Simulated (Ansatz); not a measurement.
**BClH7NSi2: one species, many methods**

One table from this session's results is given with a row withheld; the runs are named, their logs left out.

Method: functionals in def2-TZVPP, the program's frozen cores in correlated methods; program: Ansatz 0.2.0, Gaussian basis.

Levels to be run: LDA (SPW92), PBE-D4, revPBE-D4, BLYP-D4, r2SCAN-D4, B97M-V, PBE0-D4, B3LYP-D4, r2SCANh-D4, r2SCAN0-D4, HSE06-D4, BHLYP-D4, CAM-B3LYP-D4, LC-ωPBE, ωB97X-V, ωB97M-V, B2PLYP, PBE-QIDH; CCSD(T)/def2-SVP; CCSD(T)/def2-TZVPP; MP2/def2-QZVPP; extrapolation to the limit; RPA on PBE.

### The geometry

All runs share one geometry, relaxed beforehand with PBE0-D4 in a triple-zeta def2 set.

12 atoms, charge 0, spin multiplicity 1.

Atoms are counted from 1 here; the program's logs count them from 0.

Bond lengths: B1–N2 1.412 Å, B1–H6 1.198 Å, B1–H7 1.201 Å, N2–Si3 1.762 Å, N2–Si4 1.734 Å, Si3–H8 1.485 Å, Si3–H9 1.482 Å, Si3–H10 1.482 Å, Si4–Cl5 2.055 Å, Si4–H11 1.479 Å, Si4–H12 1.476 Å. Angles: N2–B1–H6 120.3°, N2–B1–H7 119.0°, H6–B1–H7 120.6°, B1–N2–Si3 117.6°, B1–N2–Si4 121.1°, Si3–N2–Si4 121.2°, N2–Si3–H8 107.5°, N2–Si3–H9 110.3°, N2–Si3–H10 109.6°, H8–Si3–H9 109.7°, H8–Si3–H10 110.0°, H9–Si3–H10 109.8°, N2–Si4–Cl5 109.9°, N2–Si4–H11 110.1°, N2–Si4–H12 109.3°, Cl5–Si4–H11 106.4°, Cl5–Si4–H12 108.6°, H11–Si4–H12 112.5°.

The first run:

File in.yaml:

```yaml
crystal:
  periodic: [false, false, false]
  atoms:
    - {symbol: B, position_ang: [0.842433, 1.452630, -0.097467]}
    - {symbol: N, position_ang: [0.186131, 0.203057, -0.045693]}
    - {symbol: Si, position_ang: [0.127979, -0.626016, 1.507741]}
    - {symbol: Si, position_ang: [-0.583271, -0.463509, -1.449904]}
    - {symbol: Cl, position_ang: [-2.622660, -0.462633, -1.196027]}
    - {symbol: H, position_ang: [0.880602, 2.073843, -1.120582]}
    - {symbol: H, position_ang: [1.362595, 1.879222, 0.897270]}
    - {symbol: H, position_ang: [-0.504378, -1.950906, 1.284480]}
    - {symbol: H, position_ang: [-0.677458, 0.153661, 2.477049]}
    - {symbol: H, position_ang: [1.504592, -0.803787, 2.027405]}
    - {symbol: H, position_ang: [-0.184621, -1.877324, -1.625433]}
    - {symbol: H, position_ang: [-0.254944, 0.366463, -2.624939]}
basis:
  gaussian: {orbitals: def2-TZVPP}
hamiltonian: {xc: lda}
output: {orbitals: {seedname: orbitals}}
```

Started as:

```
ansatz run in.yaml --threads 4 --pin off --events-out ev --progress --plain --max-ram 10444MiB
```

Among the steps run: LDA; PBE-D4 (GGA); revPBE-D4 (GGA); BLYP-D4 (GGA); r2SCAN-D4 (meta-GGA); B97M-V (meta-GGA); PBE0-D4 (hybrid); B3LYP-D4 (hybrid); r2SCANh-D4 (hybrid); r2SCAN0-D4 (hybrid); HSE06-D4 (hybrid); BHLYP-D4 (hybrid); CAM-B3LYP-D4 (range-separated); LC-ωPBE (range-separated); ωB97X-V (range-separated); ωB97M-V (range-separated); B2PLYP (double hybrid); PBE-QIDH (double hybrid).

One of the session's tables, all rows but one given; the rest of the session is left out.

It belongs to the step «Orbital energies across the functionals». 

```
  functional  HOMO (eV)  gap (eV)
 LDA (SPW92)      -7.57      5.43
      PBE-D4      -7.53      5.67
   revPBE-D4      -7.49      5.74
     BLYP-D4      -7.39      5.69
   r2SCAN-D4          ?         ?
      B97M-V      -7.94      6.28
     PBE0-D4      -8.79      7.90
    B3LYP-D4      -8.56      7.46
  r2SCANh-D4      -8.28      7.11
  r2SCAN0-D4      -8.99      8.30
    HSE06-D4      -8.39      7.12
    BHLYP-D4      -9.94     10.05
CAM-B3LYP-D4     -10.13     10.31
     LC-ωPBE     -11.51     12.86
     ωB97X-V     -11.16     12.39
     ωB97M-V     -11.04     12.00
```

Q: Estimate the row for r2SCAN-D4 from the others.

Worked estimate for «HOMO (eV)». Against the share of exact exchange, r2SCANh-D4 (0.1, -8.28), r2SCAN0-D4 (0.25, -8.99) give a slope of -4.73 per unit share; at 0 the line stands at -7.81.

The run gave: HOMO (eV): -7.82; gap (eV): 6.31. In «HOMO (eV)» the line misses by +0.01.
